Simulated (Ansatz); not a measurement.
# SiF (Pm-3m) in Ansatz: further runs

Aim: see how the results for SiF move with the level of theory and the settings. Levels: HSE03, HSEsol, r2SCAN0. Tasks: relaxation of cell and atoms, single point.

All numbers are computed with Ansatz 0.2.0; they aren't measurements. Logs are shortened: lines on timing, memory, paths and dates and some standing lists are left out, and cuts for length are marked.

## Step 1: Starting point

It takes space group Pm-3m (No. 221, cubic). The conventional cell has a = 3.029 Å, b = 3.029 Å, c = 3.029 Å, α = 90.00°, β = 90.00°, γ = 90.00°. Around Si (site symmetry m-3m) lie 8 F at 2.62 Å. F (site symmetry m-3m) has 8 Si at 2.62 Å as nearest neighbours.

The cell was built by a generator and needn't be a form met in nature.

## Step 2: Relaxation of cell and atoms, HSE03

input reads:

```
crystal:
  lattice:
    - [3.0286, 0.0, 0.0]
    - [0.0, 3.0286, 0.0]
    - [0.0, 0.0, 3.0286]
  atoms:
    - { symbol: Si, position: [0.5, 0.5, 0.5] }
    - { symbol: F, position: [0.0, 0.0, 0.0] }
hamiltonian:
  xc: { exchange: pbe, correlation: pbe, exx: { coeff: 0.25, omega: 0.3 } }
  pseudopotentials: { kind: paw }
kpoints:
  mp_grid: { grid: [5, 5, 5] }
scf:
  occupations: { method: fermi_dirac, width: 0.05 }
output:
  forces: true
  stress: true
  eigenvalues: true
relax:
  f_tol: 0.01
  max_steps: 40
  cell: { stress_tol: 0.05 }
```

Potentials or basis: Ansatz PAW.

Output:

```text
GPUs: using 1 of 1 available (devices: 1).
Engine: ansatz 0.2.0, x86_64-unknown-linux-gnu
Pseudopotentials: kind: paw
Pseudopotential: Si, paw, valence charge 4, recommended cutoff 420 eV (normal), Si.paw.azcp
Pseudopotential: F, paw, valence charge 7, recommended cutoff 420 eV (normal), F.paw.azcp
Functional definition: unnamed
  parameter a_1 = 0.25
  parameter omega_1 = 0.3/angstrom
  exchange = pbe_x + (-a_1)*pbe_x_sr(omega_1) + a_1*exact_x_sr(omega_1)
  correlation = pbe_c
device memory: the entry about to start is reckoned to put 0.5 GiB on a device that reports 66.0 GiB free (of which the cap on the GPU budget leaves the run 18.0 GiB)
GPU FFT provider: cuFFT
GPU libraries: cuBLAS 13.8.2, cuFFT 12.4.0, cuSOLVER 12.3.4
Crystal: 2 atoms, lattice volume = 27.780 Å³
Basis set: ecut = 420 eV, 515 PW (Γ), exchange–correlation on 48×48×48 points (8 copies of the dense FFT grid, shifted against one another)
Bands: 10, of which v1, the nominal top of the filled ones, is band 6 counted from 1 (5 counted from 0)
Symmetry: 48 space group operations
Space group: Pm-3m (ITA 221), of the structure as read, at distance tolerance 3.0e-5 Å
k-points: 10 of 125
Non-local potential: Si, projectors of the file, l = 0: 2, l = 1: 2, l = 2: 2
Non-local potential: F, projectors of the file, l = 0: 2, l = 1: 2, l = 2: 1
PAW form: soft (Blöchl's): semilocal exchange-correlation on the pseudo side does not see the compensation charge
PAW frozen core: Si, regenerated for the run's functional, and the local potential with it (the file was generated under x = pbe(κ = 0.804, μ = 0.2195149727645171), c = pbe(β = 0.06672455060314922))
PAW frozen core: F, regenerated for the run's functional, and the local potential with it (the file was generated under x = pbe(κ = 0.804, μ = 0.2195149727645171), c = pbe(β = 0.06672455060314922))
PAW one-centre angular grid: Si, 110 points (default); XC on 64 Gauss nodes
PAW one-centre angular grid: F, 110 points (default); XC on 64 Gauss nodes
Initial density: superposition of atomic densities (neutral atoms: chi_scale 0, normalization atom), corrected by the library's trained network
Initial wavefunctions: pseudopotential atomic-orbital guess
GPU buffer pool allocated for 13824 grid points (all kernels)
GPU transforms: local potential and band sums: pruned to the plane-wave sphere, on 24×24×24
Functional: x = pbe(κ = 0.804, μ = 0.2195149727645171), c = pbe(β = 0.06672455060314922), warm-up for x = pbe(κ = 0.804, μ = 0.2195149727645171) + 0.25 (exact − pbe) at short range (hse, ω = 0.3 Å⁻¹), c = pbe(β = 0.06672455060314922)
SCF iter   1: F=—  HF=-1442.003498 eV  |F-HF|=—  |Δ(HF+E_count)|=         —  Δρ=7.60e-3  dr2=1.52e-2  ethr=1.77e-3  ⟨swp⟩=7.9  Hψ=472  notcnv=0
preconditioner: auto → none  [insulator: Δε(μ)=0.453 eV  Ē_g=11.138 eV  σ=0.050 eV  W_gap=0.69  n_scr=6 (ndim 8)  ℏωp=21.1 eV  f_vac=0.000  D(μ)=1.66/eV (n_scr^D=18)]
SCF iter   2: F=—  HF=-1442.001479 eV  |F-HF|=—  |Δ(HF+E_count)|=   2.02e-3  Δρ=2.47e-3  dr2=2.13e-3  ethr=1.38e-4  ⟨swp⟩=3.7  Hψ=210  notcnv=0  defer=4
iter 3 solved again at ethr=2.73e-7 eV; its pass at ethr=1.93e-5 eV (dr2=3.01e-5 eV) is discarded
SCF iter   3: F=—  HF=-1442.001351 eV  |F-HF|=—  |Δ(HF+E_count)|=   1.28e-4  Δρ=3.36e-4  dr2=2.91e-5  ethr=2.73e-7  ⟨swp⟩=3.0  Hψ=374  notcnv=0  defer=1
SCF iter   4: F=—  HF=-1442.001362 eV  |F-HF|=—  |Δ(HF+E_count)|=   1.10e-5  Δρ=5.37e-5  dr2=4.81e-7  ethr=2.65e-7  ⟨swp⟩=2.8  Hψ=169  notcnv=0  defer=1
SCF iter   5: F=—  HF=-1442.001362 eV  |F-HF|=—  |Δ(HF+E_count)|=   5.80e-7  Δρ=2.28e-5  dr2=8.09e-8  ethr=4.37e-9  ⟨swp⟩=4.0  Hψ=235  notcnv=0
SCF iter   6: F=—  HF=-1442.001362 eV  |F-HF|=—  |Δ(HF+E_count)|=   1.08e-8  Δρ=4.64e-6  dr2=3.44e-9  ethr=7.35e-10  ⟨swp⟩=2.4  Hψ=162  notcnv=0
SCF iter   7: F=—  HF=-1442.001362 eV  |F-HF|=—  |Δ(HF+E_count)|=  3.45e-10  Δρ=5.40e-7  dr2=6.14e-11  ethr=3.13e-11  ⟨swp⟩=3.1  Hψ=200  notcnv=0
SCF iter   8: F=—  HF=-1442.001362 eV  |F-HF|=—  |Δ(HF+E_count)|=  3.64e-12  Δρ=3.38e-7  dr2=2.38e-11  ethr=1.00e-12  ⟨swp⟩=2.6  Hψ=166  notcnv=0
SCF iter   9: F=-1442.001362 eV  HF=-1442.001362 eV  |F-HF|=4.55e-13  |Δ(HF+E_count)|=  3.18e-12  Δρ=6.77e-8  dr2=9.98e-13  ethr=1.00e-12  ⟨swp⟩=2.1  Hψ=158  notcnv=0
SCF 1 converged in 9 iterations: F = -1442.001362 eV  dr2 = 9.98e-13
device memory: the entry about to start is reckoned to put 1.2 GiB on a device that reports 66.0 GiB free (of which the cap on the GPU budget leaves the run 18.0 GiB)
GPU FFT provider: cuFFT
GPU libraries: cuBLAS 13.8.2, cuFFT 12.4.0, cuSOLVER 12.3.4
Initial density: handed on by an earlier stage of this run
Initial wavefunctions: those handed on with the density
GPU buffer pool allocated for 13824 grid points (all kernels)
GPU transforms: local potential and band sums: pruned to the plane-wave sphere, on 24×24×24
Functional: x = pbe(κ = 0.804, μ = 0.2195149727645171) + 0.25 (exact − pbe) at short range (hse, ω = 0.3 Å⁻¹), c = pbe(β = 0.06672455060314922)
[... 170 lines left out ...]
  Residual-converged pass: ⟨swp⟩=4.0  Hψ=253  notcnv=0  max |occ|·‖R‖ = 8.4e-9 eV (tolerance 1.0e-8 eV)  dr2=1.11e-11  dr2_onsite=1.89e-14  max |Δocc| = 8.2e-15
hybrid outer 2: dexx = +1.306e-10 eV, tail = 4.30e-11 eV, Δε = 1.07e-4 eV (about 6.06e-6 eV left of the loop's levels)
relax step   4: F+E_penalty+E_count = -1441.68033679 eV  Δ(F+E_penalty+E_count) = +5.741e-4 eV  max|allowed force component| = 2.260e-31 eV/Å  Δτ_max = 0.0000 Å  P = -0.085 GPa  Ω = 27.276 Å³  stress off target by 8.47e-2 GPa  SCF on the basis re-selected at this cell (its energy is not comparable with the rows above)  (10 SCF iters)
basis re-selected at this cell: Δ(F+E_penalty+E_count) = +5.741e-4 eV, ΔP = -0.072 GPa vs the last step (what re-selecting the basis moved, of the pressure what is left beyond the Pulay correction that the steps carried, after the strain that the cell walked since its last selection, with what the two solves' SCF thresholds leave and, on support functions, any second-order correction that the steps lacked; it is no measure of the basis error at this ecutwfc). This SCF's stress stands 8.47e-2 GPa from its target on what of the cell is left free (relax.cell.stress_tol is 5.00e-2 GPa) and its largest allowed force component is 2.26e-31 eV/Å (relax.f_tol is 1.00e-2 eV/Å): not within both, so this SCF does not close the relaxation
device memory: the entry about to start is reckoned to put 1.2 GiB on a device that reports 50.4 GiB free (of which the cap on the GPU budget leaves the run 18.0 GiB)
GPU FFT provider: cuFFT
GPU libraries: cuBLAS 13.8.2, cuFFT 12.4.0, cuSOLVER 12.3.4
Crystal: 2 atoms, lattice volume = 27.249 Å³
GPU buffer pool allocated for 13824 grid points (all kernels)
GPU transforms: local potential and band sums: pruned to the plane-wave sphere, on 24×24×24
Exchange kernel: α = 0.2500, screened, ω = 0.3000 Å⁻¹, Wigner–Seitz truncation, v(0) = 502.3488 eV·Å³, q-mesh 5×5×5, nearest image of the exchange supercell L = 15.05 Å, pair-density grid 15×15×15, without the augmentation charges, whose exchange is taken in its separable form by FFT convolution over the k-point mesh (sized by the pseudopotential files, 24×24×24 at the most), smooth part of the exact exchange by density-matrix convolution in up to 806.9 MiB of GPU memory as planned if the GPU has room (build and FFT work areas not counted)
Frozen-core exchange: fock
iter 1 solved again at ethr=7.68e-7 eV; its pass at ethr=1.00e-1 eV (dr2=8.44e-5 eV) is discarded
SCF iter   1: F=—  HF=-1441.680363 eV  |F-HF|=—  |Δ(HF+E_count)|=         —  Δρ=2.19e-4  dr2=6.48e-6  ethr=7.68e-7  ⟨swp⟩=4.0  Hψ=406  notcnv=0
preconditioner: auto → none  [insulator: Δε(μ)=0.561 eV  Ē_g=12.822 eV  σ=0.050 eV  W_gap=0.70  n_scr=6 (ndim 8)  ℏωp=21.3 eV  f_vac=0.000  D(μ)=1.71/eV (n_scr^D=18)]
SCF iter   2: F=—  HF=-1441.680362 eV  |F-HF|=—  |Δ(HF+E_count)|=   1.24e-6  Δρ=9.58e-5  dr2=3.27e-6  ethr=5.36e-8  ⟨swp⟩=3.1  Hψ=200  notcnv=0
iter 3 solved again at ethr=1.19e-9 eV; its pass at ethr=2.44e-8 eV (dr2=1.31e-7 eV) is discarded
SCF iter   3: F=—  HF=-1441.680361 eV  |F-HF|=—  |Δ(HF+E_count)|=   7.16e-7  Δρ=3.34e-5  dr2=3.03e-6  ethr=1.19e-9  ⟨swp⟩=3.0  Hψ=341  notcnv=0
SCF iter   4: F=—  HF=-1441.680387 eV  |F-HF|=—  |Δ(HF+E_count)|=   2.56e-5  Δρ=2.39e-4  dr2=9.98e-6  ethr=1.19e-9  ⟨swp⟩=4.6  Hψ=267  notcnv=0
SCF iter   5: F=—  HF=-1441.680384 eV  |F-HF|=—  |Δ(HF+E_count)|=   2.71e-6  Δρ=2.14e-5  dr2=1.11e-7  ethr=1.19e-9  ⟨swp⟩=4.1  Hψ=254  notcnv=0
SCF iter   6: F=—  HF=-1441.680384 eV  |F-HF|=—  |Δ(HF+E_count)|=   1.68e-7  Δρ=2.51e-5  dr2=1.12e-7  ethr=7.60e-10  ⟨swp⟩=3.0  Hψ=171  notcnv=0
[... 30 lines left out ...]
SCF iter   3: F=-1441.680385 eV  HF=-1441.680385 eV  |F-HF|=4.55e-13  |Δ(HF+E_count)|=  7.28e-12  Δρ=2.94e-8  dr2=4.88e-12  ethr=1.00e-12  ⟨swp⟩=2.0  Hψ=155  notcnv=0
SCF 15 converged in 3 iterations: F = -1441.680385 eV  dr2 = 4.88e-12
hybrid outer 1: dexx = +8.029e-13 eV, tail = 4.50e-13 eV
GPU FFT provider: cuFFT
GPU libraries: cuBLAS 13.8.2, cuFFT 12.4.0, cuSOLVER 12.3.4
GPU buffer pool allocated for 13824 grid points (all kernels)
GPU transforms: local potential and band sums: pruned to the plane-wave sphere, on 24×24×24
Exchange kernel: α = 0.2500, screened, ω = 0.3000 Å⁻¹, Wigner–Seitz truncation, v(0) = 502.3488 eV·Å³, q-mesh 5×5×5, nearest image of the exchange supercell L = 15.05 Å, pair-density grid 15×15×15, without the augmentation charges, whose exchange is taken in its separable form by FFT convolution over the k-point mesh (sized by the pseudopotential files, 24×24×24 at the most), smooth part of the exact exchange by density-matrix convolution in up to 806.9 MiB of GPU memory as planned if the GPU has room (build and FFT work areas not counted)
Frozen-core exchange: fock
SCF iter   1: F=—  HF=-1441.680385 eV  |F-HF|=—  |Δ(HF+E_count)|=         —  Δρ=5.76e-8  dr2=3.28e-13  ethr=1.82e-12  ⟨swp⟩=12.9  Hψ=501  notcnv=0
preconditioner: auto → none  [insulator: Δε(μ)=0.560 eV  Ē_g=12.822 eV  σ=0.050 eV  W_gap=0.70  n_scr=6 (ndim 8)  ℏωp=21.3 eV  f_vac=0.000  D(μ)=1.71/eV (n_scr^D=18)]
SCF iter   2: F=-1441.680385 eV  HF=-1441.680385 eV  |F-HF|=2.27e-13  |Δ(HF+E_count)|=    0.00e0  Δρ=1.52e-8  dr2=2.11e-14  ethr=1.00e-12  ⟨swp⟩=2.0  Hψ=155  notcnv=0
SCF 16 converged in 2 iterations: F = -1441.680385 eV  dr2 = 2.11e-14
  Residual-converged pass: ⟨swp⟩=3.1  Hψ=201  notcnv=0  max |occ|·‖R‖ = 8.1e-9 eV (tolerance 1.0e-8 eV)  dr2=2.13e-14  dr2_onsite=4.67e-15  max |Δocc| = 1.5e-14
hybrid outer 2: dexx = -7.105e-15 eV, tail = 5.15e-14 eV, Δε = 1.98e-7 eV (about 1.98e-7 eV left of the loop's levels)
relax step   6: F+E_penalty+E_count = -1441.68038469 eV  Δ(F+E_penalty+E_count) = -1.683e-11 eV  max|allowed force component| = 5.136e-31 eV/Å  Δτ_max = 0.0000 Å  P = -0.003 GPa  Ω = 27.249 Å³  stress off target by 3.18e-3 GPa  SCF on the basis re-selected at this cell (its energy is not comparable with the rows above)  (5 SCF iters)
basis re-selected at this cell: Δ(F+E_penalty+E_count) = -1.683e-11 eV, ΔP = -0.002 GPa vs the last step (what re-selecting the basis moved, of the pressure what is left beyond the Pulay correction that the steps carried, after the strain that the cell walked since its last selection, with what the two solves' SCF thresholds leave and, on support functions, any second-order correction that the steps lacked; it is no measure of the basis error at this ecutwfc). This SCF's stress stands 3.18e-3 GPa from its target on what of the cell is left free (relax.cell.stress_tol is 5.00e-2 GPa) and its largest allowed force component is 5.14e-31 eV/Å (relax.f_tol is 1.00e-2 eV/Å): within both
hybrid SCF converged: 2 outer / 5 inner (+0 warm-up), last move |dexx| = 7.11e-15 eV, tail = 5.15e-14 eV
Stability not checked: this state was not tested for a lower state beside it, because the functional holds exact exchange (a hybrid, or Hartree-Fock), whose exchange loop this test does not read (fock_operator; see scf.lower_state_search)
Free energy (F): -1441.680385 eV
Frozen-core exchange: fock
Harris-Foulkes:  -1441.680385 eV  (|F-HF|=2.27e-13)
Internal energy: -1441.667462 eV  (E = F + TS)
E sigma→0 (E₀):  -1441.673923 eV
Entropy (-TS):   -0.012923 eV (-6.462 meV/atom)
Fermi energy:    6.997540 eV
--- Per-component energies (eV) ---
  E_band       = -32.130682
  E_kinetic    = 242.992717
  E_local      = -636.268548  (includes V_loc(G=0)·N_el)
  E_nonlocal   = 97.361878
  E_hartree    = 247.457182
  E_xc         = -109.531581
  E_vxc        = -119.368257  (∫ρ·V_xc dr)
  E_exx        = -28.981292  (= α·E_x^exact, valence–valence)
  E_paw        = -705.907456  (= ΣΔE_a)
  E_vpaw       = -53.802275  (= ΣTr[D̂ρ^β])
  E_aug_tail   = 0.002022  (compensation charges beyond the density's cutoff)
  E_ewald      = -548.703826
  E_core_change = -0.088558  (= ΣΔE_core)
  E_smearing   = -0.012923  (= −TS)
  E_closure    = 0.000000  (closes the sum)
  Σ components = -1441.680385   (vs F -1441.680385, Δ=2.27e-13)
--- Forces (eV/Å), atoms counted from 1 ---
  atom   1  Si     0.00000000     0.00000000    -0.00000000
  atom   2  F      0.00000000     0.00000000    -0.00000000
  max |Σ_I F_I| component: 1.08e-30 eV/Å
--- Stress (GPa, compression-positive) ---
       -0.003178      -0.000000      -0.000000
       -0.000000      -0.003178      -0.000000
       -0.000000      -0.000000      -0.003178
  P = ⅓ Tr σ = -0.0032 GPa (-0.032 kbar)
--- Band table (eV; the first three rows and the last of 10) ---
  k-point 0: bands = ["-19.9064", "-2.9398", "0.6507", "0.6507", "0.6507", "13.0842", "13.0842", "13.0842", "13.4603", "13.4603"]
  k-point 1: bands = ["-19.8210", "-3.3172", "0.7652", "0.7652", "1.1572", "9.2483", "13.0432", "13.0432", "14.0005", "17.4257"]
  k-point 2: bands = ["-19.6779", "-3.9382", "0.9591", "0.9591", "2.8077", "5.6581", "12.9481", "12.9481", "15.2585", "21.0533"]
  k-point 9: bands = ["-19.3606", "-0.7646", "-0.2744", "-0.2744", "2.9038", "6.7993", "6.7993", "8.4768", "16.7930", "17.3716"]
--- Relaxed structure (4 steps of the walk, 4 accepted, 2 SCFs on fresh bases) ---
  F+E_penalty+E_count = -1441.68038469 eV   max|allowed force component| = 5.136e-31 eV/Å   (the final SCF, on the basis selected at the relaxed cell)
  cell:  # Å, volume = 27.2489 Å³
    - [3.0091919791373103, 2.407412430484045e-35, 2.246918268451775e-34]
    - [8.827178911774832e-35, 3.0091919791373103, -6.82100188637146e-35]
    - [1.925929944387236e-34, -3.6111186457260667e-35, 3.0091919791373103]
  atoms:
    - { symbol: Si, position: [0.5, 0.5, 0.5] }
    - { symbol: F, position: [-2.649642772772309e-36, -3.3120534659602324e-37, 3.3120534659638097e-37] }
```

Run time: 24 s. Hardware: 1 × NVIDIA H100 80GB HBM3 with 2 threads of AMD EPYC 7R13 (Zen 3), shared host; peak memory 1.6 GiB.

What came out:

- Free energy: -1441.6804 eV
- Relaxed volume: 13.62 Å³/atom
- Relaxed cell: a = 3.009 Å, b = 3.009 Å, c = 3.009 Å, α = 90.00°, β = 90.00°, γ = 90.00°
- Space group after relaxing (to 0.05 Å): Pm-3m (No. 221)
- Energy gained by relaxing: 1.3 meV/atom
- Ionic steps: 6
- Pressure after relaxing: 0.0 GPa
- Band gap on the k mesh: none (metal or under the smearing width)

The path:
```tsv
step	energy change (eV)	largest force (eV/Å)	volume (Å³)
1	0.0000	0.0000	27.78
2	-0.0032	0.0000	27.14
3	-0.0032	0.0000	27.28
4	-0.0026	0.0000	27.28
5	-0.0026	0.0000	27.25
6	-0.0026	0.0000	27.25
```

Final structure:
```
Si F
1.0
     3.00919    0.00000    0.00000
     0.00000    3.00919    0.00000
     0.00000    0.00000    3.00919
Si F
1 1
Cartesian
  1.5046 1.5046 1.5046
  0.0000 0.0000 0.0000
```

Caveat: the k mesh is coarse (spacing up to 0.41 Å⁻¹), so the values aren't converged, least of all with exact exchange; the plane-wave basis is chosen anew once the cell has moved, so the energies of steps on either side of that aren't comparable; an odd number of electrons without spin polarisation forces a metal; a magnetic or distorted state may lie lower; the PAW data sets come from PBE, with cores solved anew for the run's functional, which leaves a small shift of forces and pressure.

(Continued in part 2 of 2.)
